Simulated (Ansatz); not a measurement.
Zr3S2:

```
CELL_PARAMETERS angstrom
2.90254 1.67578 3.48777
-2.90254 1.67578 3.48777
0.00000 -3.35156 3.48777
ATOMIC_POSITIONS crystal
Zr 0.83873 0.50000 0.16127
Zr 0.50000 0.16127 0.83873
Zr 0.16127 0.83873 0.50000
S 0.66502 0.66502 0.66502
S 0.33498 0.33498 0.33498
```

The cell comes from a database or a generator and needn't be the stable form of this composition.

Base run:

```yaml
Program: Ansatz 0.2.0
Functional: LDA
Potentials_or_basis: Ansatz PAW
Cutoff: "420 eV (not typed: the program's choice for these potentials)"
k_mesh: 6 × 6 × 6
Occupations: fermi-dirac, width 0.05 eV
Spin: no spin polarisation
```

Its results: band gap on the k mesh none (metal or under the smearing width); pressure -7.6 GPa; largest force 0.167 eV/Å.

Task: The run is repeated on the same cell with these changes: functional from LDA to r2SCAN; cutoff from 420 eV (not typed: the program's choice for these potentials) to 500 eV (not typed: the program's choice for these potentials). What comes out?

Result: Band gap on the k mesh none (metal or under the smearing width); pressure -0.8 GPa; largest force 0.077 eV/Å.

Caveats: the PAW data sets come from PBE, with cores solved anew for the run's functional, which leaves a small shift of forces and pressure.
